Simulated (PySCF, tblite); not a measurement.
# C₁₇H₁₂S: electronic excitations, NMR shifts

Aim: compute the electronic excitations, NMR shifts of C₁₇H₁₂S (`CSc1ccc2c(c1)C1=Cc3ccccc3C1=C2`).

Programs: tblite 0.8.0 and PySCF 2.14.0, with routines of our own; each step states its level. All values are computed. Atoms count from 0.

## (1) The system as given

30 atoms, charge 0, multiplicity 1; geometry from: force field, distance geometry or constructed start.

## (2) Geometry optimisation with GFN2-xTB

Job settings and geometry (Å):

```
{"job": {"kind": "relax", "xc": "GFN2-xTB", "basis": "xTB"}, "charge": 0, "multiplicity": 1}
C      4.959800     1.769800    -0.603800
S      4.927200     0.636300     0.801900
C      3.361100    -0.168600     0.534600
C      3.324400    -1.571300     0.430100
C      2.123600    -2.269500     0.233200
C      0.956600    -1.532000     0.129100
C      0.995900    -0.119000     0.240600
C      2.174300     0.576800     0.449400
C     -0.379700     0.280500     0.102700
C     -1.154400     1.377400     0.094600
C     -2.536900     0.906000    -0.119200
C     -3.703800     1.643300    -0.205000
C     -4.905500     0.956300    -0.404400
C     -4.922000    -0.449100    -0.525100
C     -3.748700    -1.190300    -0.433600
C     -2.571900    -0.503500    -0.226100
C     -1.191500    -0.905300    -0.090400
C     -0.423600    -2.006200    -0.080300
H      5.928200     2.268600    -0.640500
H      4.806600     1.227300    -1.535400
H      4.181900     2.543300    -0.496900
H      4.249000    -2.142600     0.520100
H      2.120100    -3.345700     0.160400
H      2.156900     1.648400     0.547500
H     -0.855800     2.408400     0.212700
H     -3.697800     2.725400    -0.115900
H     -5.833900     1.513900    -0.482600
H     -5.873500    -0.956500    -0.679500
H     -3.759000    -2.275200    -0.521900
H     -0.718600    -3.029900    -0.191300
```

Run with:

```
$ OMP_NUM_THREADS=1 python large_run.py task.json out
```

The driver reads the jobs from task.json and runs them one after another.

What it wrote:

```text
step      E/eV     max force
  0   -1244.15680    0.935
  1   -1244.22836    0.457
  2   -1244.25091    0.271
  3   -1244.26341    0.218
  4   -1244.27215    0.216
  5   -1244.27869    0.188
  6   -1244.28321    0.113
  7   -1244.28660    0.116
  8   -1244.28899    0.078
  9   -1244.29023    0.057
 10   -1244.29076    0.035
 11   -1244.29104    0.034
 12   -1244.29125    0.029
 13   -1244.29141    0.028
 14   -1244.29155    0.028
 15   -1244.29171    0.038
 16   -1244.29190    0.035
 17   -1244.29211    0.032
 18   -1244.29230    0.027
 19   -1244.29246    0.033
 20   -1244.29262    0.037
 21   -1244.29282    0.032
 22   -1244.29305    0.030
 23   -1244.29328    0.029
 24   -1244.29349    0.028
 25   -1244.29372    0.042
 26   -1244.29401    0.057
 27   -1244.29436    0.052
 28   -1244.29468    0.038
 29   -1244.29498    0.036
 30   -1244.29537    0.052
 31   -1244.29595    0.086
 32   -1244.29669    0.094
 33   -1244.29738    0.064
 34   -1244.29788    0.038
 35   -1244.29831    0.038
 36   -1244.29883    0.055
 37   -1244.29944    0.053
 38   -1244.30001    0.045
 39   -1244.30053    0.051
 40   -1244.30116    0.059
 41   -1244.30192    0.066
 42   -1244.30266    0.049
 43   -1244.30326    0.053
 44   -1244.30379    0.050
 45   -1244.30440    0.073
 46   -1244.30526    0.059
 47   -1244.30670    0.057
 48   -1244.30756    0.063
 49   -1244.30895    0.073
 50   -1244.31041    0.083
 51   -1244.31103    0.147
 52   -1244.31270    0.068
 53   -1244.31350    0.062
 54   -1244.31500    0.078
 55   -1244.31573    0.068
 56   -1244.31673    0.071
 57   -1244.31745    0.057
 58   -1244.31840    0.066
 59   -1244.31948    0.069
 60   -1244.32050    0.084
 61   -1244.32161    0.107
 62   -1244.32286    0.077
 63   -1244.32544    0.112
 64   -1244.32654    0.072
 65   -1244.32823    0.078
 66   -1244.32956    0.053
 67   -1244.33041    0.061
 68   -1244.33106    0.066
 69   -1244.33171    0.052
 70   -1244.33272    0.046
 71   -1244.33324    0.042
 72   -1244.33376    0.046
 73   -1244.33422    0.048
 74   -1244.33475    0.048
 75   -1244.33527    0.043
 76   -1244.33578    0.057
 77   -1244.33633    0.071
 78   -1244.33699    0.055
 79   -1244.33770    0.082
 80   -1244.33842    0.052
 81   -1244.33915    0.042
 82   -1244.33976    0.046
 83   -1244.34042    0.051
 84   -1244.34106    0.056
 85   -1244.34151    0.042
 86   -1244.34184    0.032
 87   -1244.34211    0.036
 88   -1244.34236    0.034
 89   -1244.34256    0.031
 90   -1244.34274    0.025
 91   -1244.34291    0.021
 92   -1244.34306    0.022
 93   -1244.34318    0.021
 94   -1244.34329    0.022
 95   -1244.34341    0.027
 96   -1244.34356    0.030
 97   -1244.34375    0.030
 98   -1244.34398    0.030
 99   -1244.34420    0.027
100   -1244.34441    0.023
101   -1244.34459    0.026
102   -1244.34476    0.025
103   -1244.34491    0.025
104   -1244.34506    0.023
105   -1244.34522    0.022
106   -1244.34538    0.025
107   -1244.34555    0.026
108   -1244.34575    0.031
109   -1244.34595    0.029
110   -1244.34615    0.027
111   -1244.34636    0.026
112   -1244.34659    0.043
113   -1244.34683    0.034
114   -1244.34709    0.033
115   -1244.34737    0.029
116   -1244.34748    0.023
117   -1244.34765    0.022
118   -1244.34778    0.022
119   -1244.34791    0.020
```

Wall time 1.8 s (1 thread of Arm Neoverse V2, shared host).

Along the way:

| step | energy from step 0 (eV) | largest force (eV/Å) |
| --- | --- | --- |
| 0 | 0.0000 | 0.9352 |
| 1 | -0.0716 | 0.4575 |
| 2 | -0.0941 | 0.2708 |
| 3 | -0.1066 | 0.2187 |
| 4 | -0.1154 | 0.2159 |
| 5 | -0.1219 | 0.1883 |
| 6 | -0.1264 | 0.1128 |
| 7 | -0.1298 | 0.1153 |
| 8 | -0.1322 | 0.0781 |
| 17 | -0.1353 | 0.0318 |
| 27 | -0.1376 | 0.0521 |
| 37 | -0.1426 | 0.0537 |
| 46 | -0.1485 | 0.0586 |
| 56 | -0.1599 | 0.0711 |
| 66 | -0.1728 | 0.0524 |
| 76 | -0.1790 | 0.0573 |
| 85 | -0.1847 | 0.0420 |
| 95 | -0.1866 | 0.0270 |
| 105 | -0.1884 | 0.0216 |
| 115 | -0.1906 | 0.0297 |
| 116 | -0.1907 | 0.0234 |
| 117 | -0.1908 | 0.0215 |
| 118 | -0.1910 | 0.0226 |
| 119 | -0.1911 | 0.0198 |

Close pairs (by a distance rule), those that changed most:

| bond | before (Å) | after (Å) | change (Å) |
| --- | --- | --- | --- |
| C12–C13 | 1.411 | 1.383 | -0.027 |
| C5–C17 | 1.474 | 1.455 | -0.019 |
| C9–C10 | 1.476 | 1.459 | -0.018 |
| C3–C4 | 1.403 | 1.387 | -0.016 |
| C0–H20 | 1.102 | 1.087 | -0.016 |
| S1–C2 | 1.781 | 1.766 | -0.015 |
| C2–C3 | 1.407 | 1.392 | -0.015 |
| C8–C16 | 1.450 | 1.465 | +0.015 |

The next job starts from the end point, and lists it.

## (3) Electronic excitations: TDA CAM-B3LYP/def2-SVP

Job settings and geometry (Å):

```
{"job": {"kind": "uv", "basis": "def2-SVP", "grid": 1, "kgrid": 0, "vcut": 1.5, "nstates": 6, "ntriplets": 2, "tda": true, "delta": ["ip_vertical"], "pop": true, "xc": "CAM-B3LYP"}, "charge": 0, "multiplicity": 1}
C      4.752537     2.079708    -0.247038
S      5.032084     0.343655     0.206274
C      3.412311    -0.358853     0.198024
C      3.343929    -1.745118     0.300586
C      2.124975    -2.406840     0.289452
C      0.966200    -1.664768     0.162706
C      1.040310    -0.248842     0.076581
C      2.247897     0.407664     0.100984
C     -0.324627     0.224990    -0.046403
C     -1.078166     1.339238    -0.173566
C     -2.474531     0.926486    -0.259756
C     -3.624566     1.673716    -0.407661
C     -4.848718     1.011640    -0.460569
C     -4.916831    -0.366853    -0.367257
C     -3.762752    -1.134799    -0.224613
C     -2.547266    -0.490174    -0.173265
C     -1.184491    -0.960905    -0.039445
C     -0.427687    -2.075246     0.086661
H      5.738810     2.502902    -0.411054
H      4.171867     2.128435    -1.163706
H      4.256624     2.604071     0.565322
H      4.264258    -2.303234     0.379862
H      2.093067    -3.483423     0.371638
H      2.279536     1.483934     0.047747
H     -0.753611     2.364421    -0.203994
H     -3.581791     2.750271    -0.485262
H     -5.757756     1.584761    -0.572611
H     -5.877904    -0.858535    -0.408771
H     -3.820904    -2.211278    -0.155196
H     -0.753617    -3.099888     0.119452
```

With the program's defaults for keys left out, this is: TDA CAM-B3LYP/def2-SVP, vertical, gas phase, core orbitals frozen in the response, virtual orbitals cut by energy.

What it wrote:

```text
start: PBE on a coarse grid of 26196 points
cycle   1  E = -1051.2868293635  dE =  2.846e+00  |g| = 6.717e-01  |ddm| = 7.974e+00
cycle   2  E = -1051.1614386010  dE =  1.254e-01  |g| = 9.452e-01  |ddm| = 2.462e+00
cycle   3  E = -1051.4029443145  dE = -2.415e-01  |g| = 2.716e-01  |ddm| = 1.801e+00
cycle   4  E = -1051.4233518512  dE = -2.041e-02  |g| = 1.048e-01  |ddm| = 5.396e-01
cycle   5  E = -1051.4259039204  dE = -2.552e-03  |g| = 5.106e-02  |ddm| = 2.003e-01
cycle   6  E = -1051.4266548938  dE = -7.510e-04  |g| = 1.402e-02  |ddm| = 8.364e-02
cycle   7  E = -1051.4266937228  dE = -3.883e-05  |g| = 8.291e-03  |ddm| = 2.837e-02
final grid: 114092 points
cycle   8  E = -1052.2301046351  dE = -1.380e-02  |g| = 4.173e-02  |ddm| = 7.824e-01
cycle   9  E = -1052.2308496559  dE = -7.450e-04  |g| = 3.148e-02  |ddm| = 1.552e-01
cycle  10  E = -1052.2311426171  dE = -2.930e-04  |g| = 1.214e-02  |ddm| = 5.817e-02
cycle  11  E = -1052.2312061885  dE = -6.357e-05  |g| = 6.589e-03  |ddm| = 2.825e-02
cycle  12  E = -1052.2312228314  dE = -1.664e-05  |g| = 1.642e-03  |ddm| = 1.251e-02
cycle  13  E = -1052.2312240554  dE = -1.224e-06  |g| = 8.884e-04  |ddm| = 5.447e-03
cycle  14  E = -1052.2312255177  dE = -1.462e-06  |g| = 3.834e-04  |ddm| = 3.723e-03
cycle  15  E = -1052.2312255865  dE = -6.885e-08  |g| = 1.751e-04  |ddm| = 1.362e-03
cycle  16  E = -1052.2312265654  dE = -9.789e-07  |g| = 8.274e-05  |ddm| = 7.104e-04
converged SCF energy = -1052.2312265654
Vertical ionisation energy (delta-SCF) = 7.0009 eV   <S^2> = 0.793

Static polarisability (au): isotropic 222.151, principal 82.517 206.847 377.090

Singlet excitations
state   eV       nm        f      main configurations
  1   2.4769    500.6   0.01797   H->L 0.84, H-1->L 0.11
  2   3.4421    360.2   0.32036   H-1->L 0.77, H->L 0.09, H->L+1 0.09
  3   4.4295    279.9   0.05673   H-2->L 0.70
  4   4.5983    269.6   0.40947   H->L+1 0.40, H-3->L 0.33, H->L+2 0.12
  5   5.1553    240.5   0.54238   H-4->L 0.34, H-2->L 0.18, H-3->L 0.09
  6   5.2338    236.9   0.77144   H-3->L 0.29, H-4->L 0.28, H->L+1 0.27

Triplet excitations (Tamm-Dancoff, eV): 1.7614 2.1127
```

Run time: 96 s. Hardware: 1 thread of Arm Neoverse V2, shared host; peak memory 0.62 GiB.

The orbitals next to the gap, with their largest atomic shares:

| orbital | eV | atoms |
| --- | --- | --- |
| HOMO−4 | -9.25 | C15 14 %, S1 13 %, C12 12 % |
| HOMO−3 | -8.91 | C4 18 %, C7 14 %, C3 13 % |
| HOMO−2 | -8.03 | S1 32 %, C17 13 %, C12 10 % |
| HOMO−1 | -7.23 | C8 16 %, C9 15 %, C13 12 % |
| HOMO | -6.56 | S1 23 %, C5 13 %, C16 12 % |
| LUMO | -1.46 | C9 18 %, C17 18 %, C8 8 % |
| LUMO+1 | 0.43 | C7 14 %, C4 14 %, C14 13 % |
| LUMO+2 | 1.44 | C14 15 %, C11 14 %, C4 12 % |
| LUMO+3 | 1.75 | C2 15 %, C13 14 %, C10 11 % |

With each of the 6 states as a Gaussian band of 0.4 eV half-width at 1/e, the curve within the window shown has maxima at 360 nm (ε 13,000), 239 nm (ε 55,000) L/(mol cm). Beyond the last state computed it falls off for lack of states. The curve at chosen wavelengths:

```tsv
nm	ε (L/mol/cm)
224	26838
241	54308
259	32632
276	20086
294	8838
311	4312
329	7052
346	11513
364	12873
381	10409
398	6698
416	3565
433	1882
451	1101
468	859
486	794
503	760
520	701
538	608
555	504
573	394
590	301
608	220
625	159
643	111
660	78
```

Leading natural transition orbitals of singlet state 6: the hole lies on C6, C7 about 17 % each; C4, C12, C15 about 9 % each; S1 7 %; the particle on C17 19 %; C9 14 %; C16 11 %.

Leading natural transition orbitals of singlet state 1: the hole lies on C5, C16 about 12 % each; 4 C atoms about 8 % each; C15 7 %; the particle on C9, C17 about 16 % each; C8, C16 about 8 % each; C6 7 %.

Further results of this job:

| property | computed |
| --- | --- |
| dipole moment (D) | 1.21 |
| polarisability (Å³) | 32.92 |
| HOMO–LUMO gap (eV) | 5.10 |
| −ε(HOMO) (eV) | 6.56 |

Orbitals, density, ELF and potential are computed afterwards from the orbital file.

Frontier orbitals at CAM-B3LYP/def2-SVP, with the share of their density that lies nearest to each atom:

| orbital | energy (eV) | lies on |
| --- | --- | --- |
| HOMO | -6.56 | S1 22 %; C5, C16 about 12 % each; C2, C3 about 9 % each |
| LUMO | -1.46 | C9, C17 about 15 % each; C6, C8, C16 about 7 % each |

ELF in a plane through or near 28 of the atoms.

Values, 10 rows by 14 columns:
```
0.00 0.00 0.00 0.00 0.00 0.00 0.00 0.00 0.00 0.00 0.00 0.00 0.00 0.00
0.00 0.00 0.00 0.00 0.00 0.59 0.04 0.00 0.00 0.00 0.00 0.00 0.00 0.00
0.00 0.00 0.00 0.70 0.02 1.00 0.33 0.91 0.97 0.00 0.24 0.00 0.00 0.00
0.00 0.00 0.00 0.96 0.38 0.21 0.56 0.41 0.26 0.24 1.00 0.01 0.01 0.00
0.00 0.01 0.72 0.28 0.71 0.04 0.92 0.26 0.28 0.74 0.18 0.83 0.99 0.00
0.00 0.06 0.78 0.28 0.47 0.53 0.55 0.53 0.12 0.79 0.18 0.70 0.04 0.00
0.00 0.01 0.61 0.23 0.05 0.99 0.01 0.62 0.70 0.86 0.63 0.96 0.94 0.00
0.00 0.11 0.98 0.41 0.08 0.02 0.00 0.99 0.29 0.94 0.96 0.10 0.20 0.00
0.00 0.00 0.00 0.00 0.00 0.00 0.00 0.00 0.00 0.12 0.15 0.00 0.00 0.00
0.00 0.00 0.00 0.00 0.00 0.00 0.00 0.00 0.00 0.00 0.00 0.00 0.00 0.00
```
The map spans 17.0 Å across and 12.3 Å up, centred on the molecule. Atoms in the plane (x, y in Å): C0 (-4.8, -2.0), S1 (-5.0, -0.2), C2 (-3.4, 0.5), C3 (-3.3, 1.9), C4 (-2.1, 2.5), C5 (-0.9, 1.7), C6 (-1.0, 0.3), C7 (-2.3, -0.3), C8 (0.3, -0.2), C9 (1.0, -1.4), C10 (2.4, -1.0), C11 (3.6, -1.8), C12 (4.8, -1.2), C13 (4.9, 0.2), C14 (3.8, 1.0), C15 (2.6, 0.4), C16 (1.2, 0.9), C17 (0.5, 2.1), H18 (-5.8, -2.4), H21 (-4.2, 2.5), H22 (-2.0, 3.6), H23 (-2.3, -1.4), H24 (0.7, -2.4), H25 (3.5, -2.9), H26 (5.7, -1.8), H27 (5.9, 0.7), H28 (3.9, 2.1), H29 (0.8, 3.1).

On the surface of density 0.002 e/bohr³ the electrostatic potential runs, from the 1st to the 99th percentile, from -0.85 V near S1 to 0.99 V near H24.

(Part 1 of 2 ends here.)
